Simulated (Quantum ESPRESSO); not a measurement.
YSiF2: zone-centre phonons under several settings

```xyz
4
Lattice="3.8307 0.0000 0.0000 -1.9154 3.3175 0.0000 0.0000 0.0000 6.2310" Properties=species:S:1:pos:R:3 pbc="T T T"
Y     0.0000    0.0000    3.1155
Si    0.0000    0.0000    0.0000
F     0.0000    2.2117    2.5732
F     1.9154    1.1058    3.6578
```

The cell was built by a generator and needn't be a form met in nature.

All runs used Quantum ESPRESSO 7.5; potentials GBRV 1.5 LDA; given cell; no spin polarisation; cutoff 612 eV; occupations fermi-dirac, width 0.05 eV.

```csv
level,k mesh (s: shifted),pressure (GPa),lowest optical mode without the field (cm⁻¹),highest optical mode without the field (cm⁻¹)
LDA,2 × 2 × 2s,?,?,?
LDA,4 × 4 × 2s,-4.7,85,410
LDA,6 × 6 × 4s,-5.5,70,409
```

Task: What stands in the row left open?

Result: Pressure -6.4 GPa; lowest optical mode without the field 61 cm⁻¹; highest optical mode without the field 408 cm⁻¹.

Caveats: some runs use coarse meshes; the atoms weren't relaxed first, which shifts the frequencies; the mesh is thin for the phonons of a metal; the cell is more than 3 GPa from zero pressure, which shifts response properties; an odd number of electrons without spin polarisation forces a metal; a magnetic or distorted state may lie lower.

For the row left open. Caveat: the k mesh is coarse (spacing up to 0.95 Å⁻¹), so the values aren't converged; the atoms weren't relaxed first, which shifts the frequencies; the mesh is thin for the phonons of a metal; the cell is more than 3 GPa from zero pressure, which shifts response properties; an odd number of electrons without spin polarisation forces a metal; a magnetic or distorted state may lie lower.
